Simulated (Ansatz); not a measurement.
# GaTeH3 (SMILES [GaH2][TeH]): functionals against CCSD(T) at one geometry

The atoms stand at a structure displaced at random from a GFN2-xTB minimum. How far do the functionals agree with CCSD(T) there?

The runs use Ansatz 0.2.0, Gaussian basis; single points in def2-TZVPP.

Correlated methods freeze the cores. Filled d shells of the heavier atoms are correlated. Core potentials replace the inner electrons past krypton, and spin-orbit coupling is left out.

## (1) The system as given

SMILES `[GaH2][TeH]`, 5 atoms, charge 0, spin multiplicity 1.

Atoms are counted from 1 here; the program's logs count them from 0.

Bond lengths: Ga1–Te2 2.511 Å, Ga1–H3 1.547 Å, Ga1–H4 1.566 Å, Te2–H5 1.655 Å. Angles: Te2–Ga1–H3 126.0°, Te2–Ga1–H4 123.4°, H3–Ga1–H4 110.6°, Ga1–Te2–H5 86.7°.

Geometry (Å):

```xyz
5
GaH3Te
Ga   -0.2567   -0.6275    0.2411
Te    0.9067    1.5748    0.5622
H    -0.5231   -1.6829    1.3401
H    -0.8283   -1.1092   -1.1352
H     0.6720    1.8277   -1.0565
```

## (2) CCSD(T)/def2-TZVPP

run/in.yaml

```yaml
crystal:
  periodic: [false, false, false]
  atoms:
    - {symbol: Ga, position_ang: [-0.256700, -0.627500, 0.241100]}
    - {symbol: Te, position_ang: [0.906700, 1.574800, 0.562200]}
    - {symbol: H, position_ang: [-0.523100, -1.682900, 1.340100]}
    - {symbol: H, position_ang: [-0.828300, -1.109200, -1.135200]}
    - {symbol: H, position_ang: [0.672000, 1.827700, -1.056500]}
basis:
  gaussian: {orbitals: def2-TZVPP}
correlation: {method: ccsd_t}
output: {forces: true}
```

No record of the launch command was kept for these runs.

## (3) PBE0-D4/def2-TZVPP

Changes to run/in.yaml since step 2:

```diff
@@ -10,3 +10,3 @@
   gaussian: {orbitals: def2-TZVPP}
-correlation: {method: ccsd_t}
-output: {forces: true}
+hamiltonian: {xc: pbe0, dispersion: d4}
+output: {forces: true, orbitals: {seedname: orbitals}}
```

## (4) wB97M-V/def2-TZVPP

Changes to run/in.yaml since step 3:

```diff
@@ -10,3 +10,3 @@
   gaussian: {orbitals: def2-TZVPP}
-hamiltonian: {xc: pbe0, dispersion: d4}
-output: {forces: true, orbitals: {seedname: orbitals}}
+hamiltonian: {xc: {name: wB97M-V}}
+output: {forces: true}
```

## (5) r2SCAN-D4/def2-TZVPP

Changes to run/in.yaml since step 4:

```diff
@@ -10,3 +10,3 @@
   gaussian: {orbitals: def2-TZVPP}
-hamiltonian: {xc: {name: wB97M-V}}
+hamiltonian: {xc: r2scan, dispersion: d4}
 output: {forces: true}
```

## (6) PBE-D4/def2-TZVPP

Changes to run/in.yaml since step 5:

```diff
@@ -10,3 +10,3 @@
   gaussian: {orbitals: def2-TZVPP}
-hamiltonian: {xc: r2scan, dispersion: d4}
+hamiltonian: {xc: pbe, dispersion: d4}
 output: {forces: true}
```

## (7) BLYP-D4/def2-TZVPP

Changes to run/in.yaml since step 6:

```diff
@@ -10,3 +10,3 @@
   gaussian: {orbitals: def2-TZVPP}
-hamiltonian: {xc: pbe, dispersion: d4}
+hamiltonian: {xc: {name: BLYP}, dispersion: d4}
 output: {forces: true}
```

## (8) B97M-V/def2-TZVPP

Changes to run/in.yaml since step 7:

```diff
@@ -10,3 +10,3 @@
   gaussian: {orbitals: def2-TZVPP}
-hamiltonian: {xc: {name: BLYP}, dispersion: d4}
+hamiltonian: {xc: {name: B97M-V}}
 output: {forces: true}
```

(Steps that only read results are left out.)

Before running it: what results should come out? Wanted: energy less free atoms, CCSD(T)/def2-TZVPP; RMS force component; RMS force error; HOMO and LUMO, PBE0-D4; T1 diagnostic.

As calculated:

| quantity | value |
| --- | --- |
| energy less free atoms, CCSD(T)/def2-TZVPP | -11.016 eV |
| RMS force component | 0.217 to 0.285 eV/Å over the methods |
| RMS force error | PBE0-D4 0.058, wB97M-V 0.023, r2SCAN-D4 0.055, PBE-D4 0.167, BLYP-D4 0.216, B97M-V 0.085 eV/Å |
| HOMO and LUMO, PBE0-D4 | -6.94 and -1.65 eV |
| T1 diagnostic | 0.013 |

What this shows: Against CCSD(T) the functionals' energies less atoms differ by -0.239 to +0.173 eV, PBE-D4 by +0.035 eV. A larger basis would deepen the CCSD(T) value, while the functionals are nearly converged already, so the order here is not reliable. On forces the order runs from wB97M-V to BLYP-D4. Frozen-core CCSD(T) forces in triple zeta carry basis errors of their own, and this is one geometry, so small gaps rank nothing.
